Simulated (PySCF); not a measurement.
# C₇H₁₁FOSi: NMR shifts in solvents

Aim: compute the NMR shifts of C₇H₁₁FOSi (`CC#C[Si@@H](OC)[C@H]1C[C@@H]1F`), and see what a dielectric continuum does where one was used.

Computed with PySCF 2.14.0, with density-fitted response routines of our own, on a single molecule, in the gas phase or a continuum. Atoms are numbered from 0 throughout.

**1. Starting geometry**

21 atoms, charge 0, multiplicity 1; geometry from: GFN2-xTB.

Bonds of the start (Å): C0–C1 1.44, C1–C2 1.21, C2–Si3 1.85, Si3–O4 1.63, O4–C5 1.39, Si3–C6 1.88, C6–C7 1.51, C7–C8 1.49, C8–F9 1.37, C8–C6 1.49, C0–H10 1.09, C0–H11 1.09, C0–H12 1.09, Si3–H13 1.47, C5–H14 1.09, C5–H15 1.09, C5–H16 1.09, C6–H17 1.08, C7–H18 1.08, C7–H19 1.08, C8–H20 1.08.

**2. Optimising the geometry at PBE0-D3(BJ)/def2-SVP**

What the job is given:

```
{"job": {"xc": "PBE0", "basis": "def2-SVP", "d3": "d3bj", "grid": 1, "kind": "geom"}, "charge": 0, "multiplicity": 1}
C      3.709073    -1.155955    -1.155271
C      2.489390    -0.702780    -0.527331
C      1.469647    -0.334656     0.000523
Si    -0.088679     0.248214     0.809619
O     -0.714025     1.556330     0.071046
C     -0.104611     2.792946    -0.139847
C     -1.456009    -1.022801     0.599117
C     -2.910438    -0.626570     0.534103
C     -2.215743    -1.127514    -0.681456
F     -2.541041    -2.376178    -1.137963
H      4.179385    -0.336773    -1.698549
H      3.489248    -1.963439    -1.852862
H      4.401290    -1.521744    -0.397439
H      0.194249     0.517963     2.226630
H      0.094436     3.293995     0.810539
H     -0.780998     3.406858    -0.735950
H      0.841203     2.671994    -0.672796
H     -1.264491    -1.972086     1.081412
H     -3.634220    -1.277764     1.001087
H     -3.161381     0.421973     0.569803
H     -2.005206    -0.475068    -1.518318
```

On the command line:

```sh
$ OMP_NUM_THREADS=1 python probes_run.py task.json out
```

This one command runs all jobs of the session in turn.

Standard output:

```text
step   0  E = -736.84081775  max force = 0.031073
step   1  E = -736.84443752  max force = 0.004379
step   2  E = -736.84474827  max force = 0.001449
step   3  E = -736.84481253  max force = 0.000683
step   4  E = -736.84482916  max force = 0.000533
step   5  E = -736.84484359  max force = 0.000536
step   6  E = -736.84485170  max force = 0.000273
optimisation converged
```

Run time: 4 min. Hardware: 1 thread, shared host.

Along the way:

```tsv
step	energy from step 0 (eV)	largest force component (eV/Å)
0	0.0000	1.5978
1	-0.0985	0.2252
2	-0.1070	0.0745
3	-0.1087	0.0351
4	-0.1092	0.0274
5	-0.1095	0.0276
6	-0.1098	0.0140
```

Distances of close pairs at the start and the end, largest changes first:

```tsv
bond	before (Å)	after (Å)	change (Å)
Si3–O4	1.627	1.668	+0.041
Si3–C6	1.879	1.852	-0.026
Si3–H13	1.470	1.495	+0.025
C2–Si3	1.850	1.830	-0.020
C6–C7	1.509	1.524	+0.015
C7–H19	1.079	1.093	+0.015
C1–C2	1.206	1.220	+0.014
C6–H17	1.082	1.096	+0.014
```

The next job starts from the end point, and lists it.

```tsv
at the end point	value
point group (found at 0.08 Å tolerance)	C1
rotational constants (GHz, main isotopes)	1.273, 0.684, 0.505
dipole moment (D)	2.57
```

**3. NMR shieldings: PBE0/pcSseg-1 in benzene**

What the job is given:

```
{"job": {"kind": "nmr", "xc": "PBE0", "basis": "pcSseg-1", "solvent": "benzene", "pop": true}, "charge": 0, "multiplicity": 1}
C      3.616609    -1.186208    -1.348952
C      2.434730    -0.714439    -0.652971
C      1.437014    -0.323589    -0.069812
Si    -0.068057     0.247645     0.800171
O     -0.722014     1.567338     0.016744
C     -0.028975     2.749270    -0.270154
C     -1.421795    -1.014996     0.735610
C     -2.883401    -0.588420     0.793954
C     -2.304007    -1.096809    -0.469687
F     -2.677991    -2.331923    -0.888198
H      4.079626    -0.374977    -1.932307
H      3.365224    -2.002352    -2.044083
H      4.368758    -1.563104    -0.638408
H      0.312416     0.615899     2.197941
H      0.269537     3.285109     0.649855
H     -0.686828     3.413514    -0.851131
H      0.881875     2.558081    -0.865863
H     -1.211511    -1.990243     1.188503
H     -3.569732    -1.257195     1.319645
H     -3.114464     0.478152     0.863028
H     -2.143929    -0.410164    -1.307696
```

Method: GIAO PBE0/pcSseg-1 NMR shielding, non-relativistic, IEF-PCM benzene.

Standard output:

```text
coarse grid: 18224 points
cycle   1  E = -736.9912529927  dE =  1.287e+00  |g| = 8.176e-01  |ddm| = 4.307e+00
cycle   2  E = -736.8689159644  dE =  1.223e-01  |g| = 1.166e+00  |ddm| = 1.669e+00
cycle   3  E = -737.1139398329  dE = -2.450e-01  |g| = 1.569e-01  |ddm| = 1.118e+00
cycle   4  E = -737.1185740306  dE = -4.634e-03  |g| = 5.940e-02  |ddm| = 1.716e-01
cycle   5  E = -737.1191256364  dE = -5.516e-04  |g| = 3.346e-02  |ddm| = 5.812e-02
cycle   6  E = -737.1193887367  dE = -2.631e-04  |g| = 6.161e-03  |ddm| = 2.823e-02
cycle   7  E = -737.1193961843  dE = -7.448e-06  |g| = 1.947e-03  |ddm| = 5.258e-03
final grid: 172288 points
cycle   8  E = -737.1960658463  dE = -4.274e-05  |g| = 1.102e-02  |ddm| = 4.578e-02
cycle   9  E = -737.1960455596  dE =  2.029e-05  |g| = 1.543e-02  |ddm| = 1.888e-02
cycle  10  E = -737.1960902483  dE = -4.469e-05  |g| = 1.596e-03  |ddm| = 1.121e-02
cycle  11  E = -737.1960907597  dE = -5.114e-07  |g| = 2.079e-04  |ddm| = 1.459e-03
cycle  12  E = -737.1960907659  dE = -6.148e-09  |g| = 1.210e-04  |ddm| = 2.858e-04
cycle  13  E = -737.1960907686  dE = -2.766e-09  |g| = 4.886e-05  |ddm| = 1.265e-04
cycle  14  E = -737.1960907691  dE = -5.075e-10  |g| = 1.578e-05  |ddm| = 4.265e-05
converged SCF energy = -737.1960907691

GIAO shielding tensors (ppm)
atom      isotropic    diamagn.    paramagn.     s11        s22        s33       span
  0 C      179.137     251.590     -72.453    169.827    170.200    197.384     27.557
  1 C       69.546     276.397    -206.851    -29.884    -21.770    260.293    290.177
  2 C      101.768     259.339    -157.571     14.717     19.387    271.201    256.484
  3 Si     384.780     884.136    -499.357    348.058    375.564    430.717     82.659
  4 O      326.294     401.315     -75.021    275.166    349.284    354.433     79.267
  5 C      131.936     241.792    -109.856    104.102    107.336    184.369     80.266
  6 C      180.275     256.062     -75.788    149.692    168.562    222.570     72.878
  7 C      174.793     258.129     -83.336    147.480    168.586    208.313     60.833
  8 C      113.695     249.296    -135.601     58.882     84.991    197.213    138.331
  9 F      403.801     468.962     -65.161    355.219    399.813    456.372    101.154
 10 H       29.171      27.645       1.526     24.188     27.415     35.909     11.721
 11 H       29.155      28.909       0.246     24.039     27.610     35.816     11.777
 12 H       29.174      26.070       3.104     24.210     27.234     36.077     11.866
 13 H       26.531      30.509      -3.978     23.270     24.540     31.784      8.514
 14 H       27.847      27.811       0.036     23.835     24.837     34.869     11.033
 15 H       27.612      27.720      -0.108     22.931     25.297     34.608     11.678
 16 H       27.587      29.855      -2.268     22.768     26.513     33.481     10.713
 17 H       31.155      32.145      -0.990     24.709     28.701     40.055     15.346
 18 H       30.204      29.858       0.346     24.574     26.812     39.226     14.653
 19 H       30.543      31.602      -1.059     23.866     29.039     38.724     14.858
 20 H       26.841      31.759      -4.918     21.319     27.430     31.774     10.454
```

Wall time 72 s (1 thread, shared host).

The references, computed at this level on geometries of the same kind, shield at (ppm): 1H TMS 31.25, 13C TMS 184.9, 29Si TMS 351.9, 19F CFCl3 178.7, 17O H2O 338.8. Their shielding less the atom's gives the shift. The references are single molecules in the same continuum, so shifts against H2O, NH3, PH3, H3PO4 or CFCl3 are not on the usual liquid scales and can be off by tens of ppm. Atoms listed in one row are averaged.

```tsv
atoms	environment	σ (ppm)	δ (ppm)
C1	alkyne carbon	69.5	115.3
C2	alkyne carbon	101.8	83.1
C8	three-membered-ring carbon bearing a halogen	113.7	71.2
C5	methyl carbon bonded to O	131.9	52.9
C7	three-membered-ring carbon	174.8	10.1
C0	propargylic methyl carbon	179.1	5.7
C6	three-membered-ring carbon	180.3	4.6
H13	hydrogen on a silicon bonded to 2 C, O	26.53	4.72
H20	hydrogen on a three-membered-ring carbon bearing a halogen	26.84	4.41
H14, H15, H16	hydrogen on a methyl carbon bonded to O	27.68	3.57
H10, H11, H12	hydrogen on a propargylic methyl carbon	29.17	2.09
H18	hydrogen on a three-membered-ring carbon	30.20	1.05
H19	hydrogen on a three-membered-ring carbon	30.54	0.71
H17	hydrogen on a three-membered-ring carbon	31.16	0.10
Si3	silicon bonded to 2 C, O, H	384.8	-32.9
O4	oxygen bonded to C, Si	326.3	12.5
F9	fluorine on an sp3 carbon	403.8	-225.1
```

The run also stored atomic charges by several schemes (e):

```tsv
atoms	Mulliken	IAO	Hirshfeld	ESP fit
C0	-0.19	-0.44	-0.09	-0.54
C1	-0.14	0.02	-0.02	0.35
C2	-0.43	-0.42	-0.20	-0.68
Si3	1.02	1.15	0.42	0.84
O4	-0.66	-0.64	-0.22	-0.33
C5	-0.03	-0.19	-0.04	-0.21
C6	-0.56	-0.47	-0.15	-0.44
C7	-0.22	-0.30	-0.09	-0.45
C8	0.21	0.17	0.05	0.25
F9	-0.32	-0.31	-0.12	-0.23
```

Mayer bond orders: C0–C1 1.19, C1–C2 2.49, C2–Si3 0.96, Si3–O4 0.93, O4–C5 0.90, Si3–C6 0.88, C6–C7 0.93, C7–C8 0.97, C8–F9 0.91, C8–C6 0.94.

Ring of atoms C6, C7, C8: NICS(0) -40.4, NICS(1) -8.5, NICS(1)zz -21.8 ppm (means of both faces; NICS(1) differs between them: -10.8 and -6.3).

The two faces differ (NICS(1)zz -27.6 and -15.9 ppm).

In rings of three or four atoms NICS is ruled by the nearby σ bonds, so it says little on aromaticity.

**4. Shielding tensors: PBE0/pcSseg-1 in methanol**

Settings changed since step 3:

```diff
@@ -1,2 +1,2 @@
-{"job": {"kind": "nmr", "xc": "PBE0", "basis": "pcSseg-1", "solvent": "benzene", "pop": true}, "charge": 0, "multiplicity": 1}
+{"job": {"kind": "nmr", "xc": "PBE0", "basis": "pcSseg-1", "solvent": "methanol", "pop": false}, "charge": 0, "multiplicity": 1}
 C      3.616609    -1.186208    -1.348952
```

Method: GIAO PBE0/pcSseg-1 NMR shielding, non-relativistic, IEF-PCM methanol.

Standard output:

```text
coarse grid: 18224 points
cycle   1  E = -736.9992471292  dE =  1.280e+00  |g| = 8.111e-01  |ddm| = 4.306e+00
cycle   2  E = -736.8888219503  dE =  1.104e-01  |g| = 1.137e+00  |ddm| = 1.598e+00
cycle   3  E = -737.1195156358  dE = -2.307e-01  |g| = 1.447e-01  |ddm| = 1.060e+00
cycle   4  E = -737.1234765318  dE = -3.961e-03  |g| = 4.877e-02  |ddm| = 1.543e-01
cycle   5  E = -737.1238616058  dE = -3.851e-04  |g| = 2.531e-02  |ddm| = 4.663e-02
cycle   6  E = -737.1240065284  dE = -1.449e-04  |g| = 6.162e-03  |ddm| = 2.168e-02
cycle   7  E = -737.1240146535  dE = -8.125e-06  |g| = 1.719e-03  |ddm| = 5.135e-03
final grid: 172288 points
cycle   8  E = -737.2006651270  dE = -4.283e-05  |g| = 1.110e-02  |ddm| = 4.586e-02
cycle   9  E = -737.2006452345  dE =  1.989e-05  |g| = 1.544e-02  |ddm| = 1.882e-02
cycle  10  E = -737.2006900554  dE = -4.482e-05  |g| = 1.580e-03  |ddm| = 1.104e-02
cycle  11  E = -737.2006905520  dE = -4.966e-07  |g| = 2.208e-04  |ddm| = 1.399e-03
cycle  12  E = -737.2006905573  dE = -5.254e-09  |g| = 1.556e-04  |ddm| = 3.066e-04
cycle  13  E = -737.2006905625  dE = -5.233e-09  |g| = 4.833e-05  |ddm| = 1.427e-04
cycle  14  E = -737.2006905630  dE = -5.216e-10  |g| = 1.357e-05  |ddm| = 4.430e-05
converged SCF energy = -737.2006905630

GIAO shielding tensors (ppm)
atom      isotropic    diamagn.    paramagn.     s11        s22        s33       span
  0 C      179.568     251.838     -72.270    169.890    170.282    198.533     28.643
  1 C       67.018     276.407    -209.389    -33.535    -25.694    260.283    293.818
  2 C      103.178     259.240    -156.062     16.618     21.113    271.802    255.184
  3 Si     384.950     884.234    -499.283    348.245    375.494    431.111     82.865
  4 O      327.073     401.614     -74.541    276.491    349.702    355.025     78.534
  5 C      131.932     241.988    -110.056    103.773    107.122    184.902     81.129
  6 C      180.473     256.312     -75.839    149.887    168.705    222.828     72.940
  7 C      174.988     258.221     -83.233    147.621    168.793    208.550     60.929
  8 C      113.466     249.709    -136.243     58.189     84.275    197.933    139.744
  9 F      406.923     469.372     -62.449    358.870    403.244    458.655     99.785
 10 H       29.032      27.392       1.640     24.026     27.204     35.867     11.842
 11 H       29.061      28.704       0.357     23.922     27.455     35.805     11.883
 12 H       29.054      25.822       3.231     24.067     27.044     36.050     11.983
 13 H       26.536      30.570      -4.034     23.248     24.548     31.811      8.564
 14 H       27.746      27.704       0.042     23.735     24.710     34.793     11.059
 15 H       27.547      27.647      -0.100     22.855     25.207     34.578     11.723
 16 H       27.556      29.816      -2.260     22.721     26.460     33.487     10.766
 17 H       31.015      32.052      -1.037     24.555     28.503     39.986     15.431
 18 H       30.069      29.737       0.332     24.436     26.607     39.163     14.727
 19 H       30.507      31.555      -1.048     23.824     28.953     38.744     14.920
 20 H       26.764      31.739      -4.975     21.262     27.346     31.684     10.422
```

Run time: 78 s. Hardware: 1 thread, shared host.

Key values: δ C1 118.4, C2 82.3, C8 72.0, C5 53.5, H13 4.70, H20 4.48 ppm.

**5. Run by run: NMR shifts**

Shifts (ppm) of some atoms, chosen among heavy atoms and hydrogens apart, with basis size and wall time:

```tsv
run	C1	C2	C8	H18	H17	O4	F9	functions	time
PBE0/pcSseg-1 in benzene	115.3	83.1	71.2	1.05	0.10	12.5	-225.1	232	72 s
PBE0/pcSseg-1 in methanol	118.4	82.3	72.0	1.17	0.23	15.9	-226.4	232	78 s
```

The continuum's effect on the ground state:

```tsv
solvent	ε	polarisation energy (Eh)	μ (D)
benzene	2.27	-0.0042	2.95
methanol	32.61	-0.0096	3.24
```

**6. Results**

| quantity | value |
| --- | --- |
| point group | C1 |
| rotational constants (main isotopes) | 1.27, 0.68, 0.51 GHz |
| 13C shifts against TMS (PBE0/pcSseg-1, benzene) | 115.3, 83.1, 71.2, 52.9, 10.1, 5.7, 4.6 ppm |
| 1H shifts against TMS (PBE0/pcSseg-1, benzene, means over atoms taken as alike) | 4.72, 4.41, 3.57, 2.09, 1.05, 0.71, 0.10 ppm |
| 29Si shifts against TMS (PBE0/pcSseg-1, benzene) | -32.9 ppm |
| 17O shifts against H2O (PBE0/pcSseg-1, benzene) | 12.5 ppm |
| 19F shifts against CFCl3 (PBE0/pcSseg-1, benzene) | -225.1 ppm |
| range of the shift of O4 | 12.5 to 15.9 ppm |

In words: Over 6 steps the energy fell by 0.110 eV; of the close pairs, Si3–O4 changed most, 1.627 to 1.668 Å. At PBE0/pcSseg-1: Shielding is most anisotropic at C1 (span 290 ppm, paramagnetic term -207 ppm). Across the 2 runs the shift of O4 moves most, between 12.5 (PBE0/pcSseg-1 in benzene) and 15.9 ppm (PBE0/pcSseg-1 in methanol). Most of that comes from the computed reference, not from the atom's own shielding. The continuum holds electrostatics alone: no hydrogen bonds to the solvent, and the gas-phase geometry is kept.
